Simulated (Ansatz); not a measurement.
# Si₂H₃Cl₃ (built from SMILES [SiH3][Si](Cl)(Cl)Cl; bonds differ from it in a structure shown): search for a transition state, part 2 of 2

Ansatz 0.2.0, Gaussian basis; PBE0-D4. Earlier steps stand in the parts before.

### 6 Checking the order of the point

The input, vib/in.yaml:

```yaml
crystal:
  periodic: [false, false, false]
  atoms:
    - {symbol: Si, position_ang: [-0.148747, -0.167183, 1.249298]}
    - {symbol: Si, position_ang: [-0.175547, 0.503411, -1.204931]}
    - {symbol: Cl, position_ang: [1.186474, -1.189470, -0.348822]}
    - {symbol: Cl, position_ang: [-1.156946, -0.489482, -2.722001]}
    - {symbol: Cl, position_ang: [1.211761, 1.706788, -2.141534]}
    - {symbol: H, position_ang: [-1.596852, -0.484593, 1.239035]}
    - {symbol: H, position_ang: [0.215155, 1.204702, 1.678330]}
    - {symbol: H, position_ang: [0.464701, -1.084273, 2.250725]}
basis:
  gaussian: {orbitals: def2-TZVP}
hamiltonian: {xc: pbe0, dispersion: d4}
phonons: {temperatures: {t_min: 298.15, t_max: 900, t_step: 200}}
```

Launch:

```console
ansatz run in.yaml --threads 8 --pin off --events-out ev --progress --plain --max-ram 19148MiB
```

Standard output (excerpt; [...] marks lines left out):

```text
Functional definition: PBE0
  name "PBE0"
  cite "Adamo & Barone, J. Chem. Phys. 110, 6158 (1999) doi:10.1063/1.478522"
  cite "Perdew, Burke & Ernzerhof, Phys. Rev. Lett. 77, 3865 (1996) doi:10.1103/PhysRevLett.77.3865"
  parent pbe
[...]
1472 factors; their error is unknown
[...]
mean field -53357.10981127 eV, -1960.8376188163 hartree, gradient 2.0e-5 eV, S^2 0.000000; 0 other end points of the search recorded, 0 dependent functions left out
[...]
reference -53357.10984573 eV, -1960.8376200826 hartree; 41, 41 occupied and 162, 162 virtual orbitals, 1472 factors
[... from here to the last solve, the lines of the solves are left out (47 solves) ...]
1472 factors; their error is unknown
mean field -53357.10977156 eV, -1960.8376173570 hartree, gradient 1.9e-6 eV, S^2 0.000000; 0 other end points of the search recorded, 0 dependent functions left out
[...]
WARN: phonons: modes at or below zero, which the zero-point energy, F, S and C_V leave out: 1, the lowest at -250.50 cm⁻¹. A minimum has none, and a first-order saddle one
[...]
Total energy: -53357.39185838 eV, -1960.8479838561 hartree
Atom 0 at    -0.148747    -0.167183     1.249298 Å, force     0.001472     0.004405    -0.000841 eV/Å
Atom 1 at    -0.175547     0.503411    -1.204931 Å, force    -0.004598     0.002312    -0.000984 eV/Å
Atom 2 at     1.186474    -1.189470    -0.348822 Å, force     0.000766    -0.001237    -0.000858 eV/Å
Atom 3 at    -1.156946    -0.489482    -2.722001 Å, force     0.002153    -0.001131     0.002205 eV/Å
Atom 4 at     1.211761     1.706788    -2.141534 Å, force     0.001190    -0.000229    -0.000224 eV/Å
Atom 5 at    -1.596852    -0.484593     1.239035 Å, force     0.000169     0.000791    -0.000134 eV/Å
Atom 6 at     0.215155     1.204702     1.678330 Å, force    -0.001330    -0.002699    -0.000076 eV/Å
Atom 7 at     0.464701    -1.084273     2.250725 Å, force     0.000177    -0.002213     0.000913 eV/Å
Dipole moment:    -0.088128     0.016581     0.296231 e Å
Vibrations: -250.50 57.11 120.45 145.16 164.13 181.35 274.90 371.16 532.72 551.08 599.49 669.58 841.35 964.45 1022.17 2186.53 2218.77 2249.45 cm⁻¹, zero-point energy 0.815187 eV
```

Wall time 74 s (8 threads of Intel Xeon Platinum 8259CL at 2.50GHz, shared host); peak memory 0.76 GiB.

Wavenumbers and character of the modes:

| mode | wavenumber (cm⁻¹) | character |
| --- | --- | --- |
| 1 | 250i | changes Si1–Cl3, Si1–Si2, Si2–Cl3 |
| 2 | 57 | torsion |
| 3 | 120 | bend |
| 4 | 145 | bend |
| 5 | 164 | bend with torsion |
| 6 | 181 | bend with torsion |
| 7 | 275 | bend with Si–Cl stretch |
| 8 | 371 | Si–Cl stretch |
| 9 | 533 | Si–Cl stretch |
| 10 | 551 | Si–Cl stretch |
| 11 | 599 | torsion with bend |
| 12 | 670 | bend with wag or twist |
| 13 | 841 | bend |
| 14 | 964 | bend |
| 15 | 1022 | bend with wag or twist |
| 16 | 2187 | Si–H stretch |
| 17 | 2219 | Si–H stretch |
| 18 | 2249 | Si–H stretch |

Vibrational sums (real modes only):

| T (K) | entropy (J/mol/K) | heat capacity (J/mol/K) |
| --- | --- | --- |
| 298 | 84.2 | 77.1 |
| 498 | 129.4 | 98.4 |
| 698 | 164.7 | 110.6 |
| 898 | 193.6 | 118.8 |

### 7 Relaxing after a step of 0.30 Å one way along the mode

The input, downa/in.yaml:

```yaml
crystal:
  periodic: [false, false, false]
  atoms:
    - {symbol: Si, position_ang: [-0.066423, -0.310533, 1.317417]}
    - {symbol: Si, position_ang: [-0.304037, 0.752833, -1.311136]}
    - {symbol: Cl, position_ang: [1.099505, -1.113769, -0.160756]}
    - {symbol: Cl, position_ang: [-1.168291, -0.497682, -2.845078]}
    - {symbol: Cl, position_ang: [1.256189, 1.679455, -2.241821]}
    - {symbol: H, position_ang: [-1.538062, -0.554557, 1.209565]}
    - {symbol: H, position_ang: [0.257962, 1.160054, 1.607877]}
    - {symbol: H, position_ang: [0.463157, -1.115902, 2.424031]}
basis:
  gaussian: {orbitals: def2-TZVP}
hamiltonian: {xc: pbe0, dispersion: d4}
relax: {f_tol: 0.005, max_steps: 200}
```

Launch:

```console
ansatz run in.yaml --threads 8 --pin off --events-out ev --progress --plain --max-ram 19148MiB
```

Standard output (excerpt; [...] marks lines left out):

```text
[... 5 set-up lines as earlier in the session ...]
[...]
1472 factors; their error is unknown
[...]
mean field -53357.21740583 eV, -1960.8415728433 hartree, gradient 5.3e-5 eV, S^2 0.000000; 0 other end points of the search recorded, 0 dependent functions left out
[...]
reference -53357.21744061 eV, -1960.8415741213 hartree; 41, 41 occupied and 162, 162 virtual orbitals, 1472 factors
relax step   1: F+E_penalty+E_count = -53357.49763037 eV  Δ(F+E_penalty+E_count) = +0.000e0 eV  max|allowed force component| = 1.320e0 eV/Å  Δτ_max = 0.0000 Å  (25 SCF iters, accepted)
[...]
reference -53357.54893669 eV, -1960.8537563776 hartree; 41, 41 occupied and 162, 162 virtual orbitals, 1472 factors
Total energy: -53357.80918998 eV, -1960.8633205099 hartree
Atom 0 at    -0.024210    -0.390529     1.580679 Å, force     0.001707    -0.002080     0.000952 eV/Å
Atom 1 at    -0.462586     0.956477    -1.670351 Å, force    -0.001186     0.001785    -0.000490 eV/Å
Atom 2 at     1.018467    -1.047272    -0.089644 Å, force     0.003615    -0.002793    -0.003574 eV/Å
Atom 3 at    -1.078482    -0.446569    -3.083964 Å, force    -0.000649    -0.001003    -0.000743 eV/Å
Atom 4 at     1.269499     1.701423    -2.559495 Å, force     0.000926     0.000833    -0.000562 eV/Å
Atom 5 at    -1.465124    -0.596816     1.325334 Å, force    -0.002943     0.000420     0.000983 eV/Å
Atom 6 at     0.295586     1.038093     1.782276 Å, force    -0.000449     0.002407     0.001527 eV/Å
Atom 7 at     0.446851    -1.214906     2.715265 Å, force    -0.001021     0.000430     0.001907 eV/Å
Dipole moment:    -0.125846    -0.025420     0.619458 e Å
```

It took 16 s on 8 threads of Intel Xeon Platinum 8259CL at 2.50GHz, shared host; peak memory 0.74 GiB.

The steps of the relaxation:

| step | energy from step 1 (eV) | largest force component (eV/Å) |
| --- | --- | --- |
| 1 | 0.0000 | 1.3196 |
| 2 | -0.2334 | 0.4962 |
| 3 | -0.2778 | 0.4027 |
| 4 | -0.3035 | 0.2221 |
| 5 | -0.3105 | 0.0489 |
| 6 | -0.3115 | 0.0217 |
| 7 | -0.3115 | 0.0036 |

Close pairs (by a distance rule), those that changed most:

| bond | before (Å) | after (Å) | change (Å) |
| --- | --- | --- | --- |
| Si2–Cl4 | 2.160 | 2.085 | -0.075 |
| Si1–H7 | 1.534 | 1.478 | -0.056 |
| Si2–Cl5 | 2.039 | 2.085 | +0.045 |
| Si1–Cl3 | 2.047 | 2.076 | +0.029 |
| Si1–H6 | 1.496 | 1.478 | -0.018 |
| Si1–H8 | 1.468 | 1.479 | +0.012 |

### 8 Relaxing after a step of 0.30 Å the other way along the mode

The input, downb/in.yaml:

```yaml
crystal:
  periodic: [false, false, false]
  atoms:
    - {symbol: Si, position_ang: [-0.231071, -0.023833, 1.181179]}
    - {symbol: Si, position_ang: [-0.047058, 0.253990, -1.098727]}
    - {symbol: Cl, position_ang: [1.273443, -1.265171, -0.536889]}
    - {symbol: Cl, position_ang: [-1.145600, -0.481282, -2.598924]}
    - {symbol: Cl, position_ang: [1.167333, 1.734121, -2.041246]}
    - {symbol: H, position_ang: [-1.655642, -0.414629, 1.268505]}
    - {symbol: H, position_ang: [0.172349, 1.249350, 1.748784]}
    - {symbol: H, position_ang: [0.466246, -1.052645, 2.077419]}
basis:
  gaussian: {orbitals: def2-TZVP}
hamiltonian: {xc: pbe0, dispersion: d4}
relax: {f_tol: 0.005, max_steps: 200}
```

Launch:

```console
ansatz run in.yaml --threads 8 --pin off --events-out ev --progress --plain --max-ram 19148MiB
```

Standard output (excerpt; [...] marks lines left out):

```text
[... 5 set-up lines as earlier in the session ...]
[...]
1472 factors; their error is unknown
[...]
mean field -53357.45716253 eV, -1960.8503837395 hartree, gradient 3.7e-5 eV, S^2 0.000000; 0 other end points of the search recorded, 0 dependent functions left out
[...]
reference -53357.45719711 eV, -1960.8503850103 hartree; 41, 41 occupied and 162, 162 virtual orbitals, 1472 factors
relax step   1: F+E_penalty+E_count = -53357.73553765 eV  Δ(F+E_penalty+E_count) = +0.000e0 eV  max|allowed force component| = 1.710e0 eV/Å  Δτ_max = 0.0000 Å  (25 SCF iters, accepted)
[...]
reference -53359.07655509 eV, -1960.9098953186 hartree; 41, 41 occupied and 162, 162 virtual orbitals, 1472 factors
Total energy: -53359.35318304 eV, -1960.9200612081 hartree
Atom 0 at    -0.358982     0.072840     1.204518 Å, force     0.000424    -0.001311     0.000690 eV/Å
Atom 1 at     0.305507    -0.061885    -1.025052 Å, force    -0.001329     0.001476     0.002444 eV/Å
Atom 2 at     2.129796    -0.969242    -1.180616 Å, force    -0.002161     0.000963    -0.001629 eV/Å
Atom 3 at    -1.042248    -1.143610    -2.115448 Å, force     0.002629     0.000794    -0.000237 eV/Å
Atom 4 at     0.445852     1.802421    -1.849728 Å, force     0.000814    -0.001652    -0.001556 eV/Å
Atom 5 at    -1.685748     0.735968     1.262303 Å, force     0.001174    -0.000625    -0.000156 eV/Å
Atom 6 at     0.649500     0.866891     1.950105 Å, force    -0.001124    -0.001090    -0.000685 eV/Å
Atom 7 at    -0.443676    -1.303481     1.754019 Å, force    -0.000426     0.001444     0.001129 eV/Å
Dipole moment:    -0.090880     0.018448     0.305050 e Å
```

Run time: 44 s. Hardware: 8 threads of Intel Xeon Platinum 8259CL at 2.50GHz, shared host; peak memory 0.76 GiB.

Step by step:

| step | energy from step 1 (eV) | largest force component (eV/Å) |
| --- | --- | --- |
| 1 | 0.0000 | 1.7103 |
| 2 | -0.6790 | 1.1216 |
| 3 | -1.1646 | 0.7256 |
| 4 | -1.4250 | 0.3991 |
| 5 | -1.5239 | 0.2297 |
| 6 | -1.5262 | 0.4336 |
| 7 | -1.5649 | 0.0319 |
| 8 | -1.5652 | 0.0296 |
| 9 | -1.5653 | 0.0016 |
| 10 | -1.5664 | 0.1770 |
| 11 | -1.5676 | 0.3152 |
| 12 | -1.5716 | 0.1867 |
| 13 | -1.5896 | 0.0311 |
| 14 | -1.5955 | 0.2205 |
| 15 | -1.5950 | 0.2775 |
| 16 | -1.6048 | 0.0821 |
| 17 | -1.6112 | 0.0659 |
| 18 | -1.6137 | 0.1235 |
| 19 | -1.6152 | 0.1384 |
| 20 | -1.6175 | 0.0045 |
| 21 | -1.6176 | 0.0068 |
| 22 | -1.6176 | 0.0026 |

Close pairs (by a distance rule), those that changed most:

| bond | before (Å) | after (Å) | change (Å) |
| --- | --- | --- | --- |
| Si2–Cl5 | 2.134 | 2.043 | -0.091 |
| Si1–H8 | 1.532 | 1.484 | -0.048 |
| Si2–Cl3 | 2.090 | 2.043 | -0.046 |
| Si2–Cl4 | 2.000 | 2.043 | +0.044 |
| Si1–H7 | 1.451 | 1.484 | +0.033 |
| Si1–Si2 | 2.304 | 2.330 | +0.026 |
| Si1–H6 | 1.480 | 1.484 | +0.005 |

### 9 The three structures

| pair | start side (Å) | saddle (Å) | end side (Å) |
| --- | --- | --- | --- |
| Si1–Cl3 | 3.601 | 2.320 | 2.076 |
| Si1–Si2 | 2.330 | 2.544 | 3.546 |
| Si2–Cl3 | 2.043 | 2.335 | 2.951 |

### 10 Summary of results

This closing draws on all 2 parts.

```
                       quantity                                           value
                 imaginary mode                                       250i cm⁻¹
    barrier from the start side                                    189.2 kJ/mol
      barrier from the end side                                     40.3 kJ/mol
             energy of the step                                   +149.0 kJ/mol
              pairs that change  Si1–Cl3 formed, Si1–Si2 broken, Si2–Cl3 broken
zero-point energy at the saddle                                        0.815 eV
```

What this shows: The point has a single imaginary mode (250i cm⁻¹), as a transition state must. Going downhill both ways gives the intended start and end. At PBE0-D4/def2-TZVP the electronic barrier is 189.2 kJ/mol, about 76 kT at 298 K, and the step runs 149.0 kJ/mol uphill. The ends are the nearest minima, not always the lowest complexes.
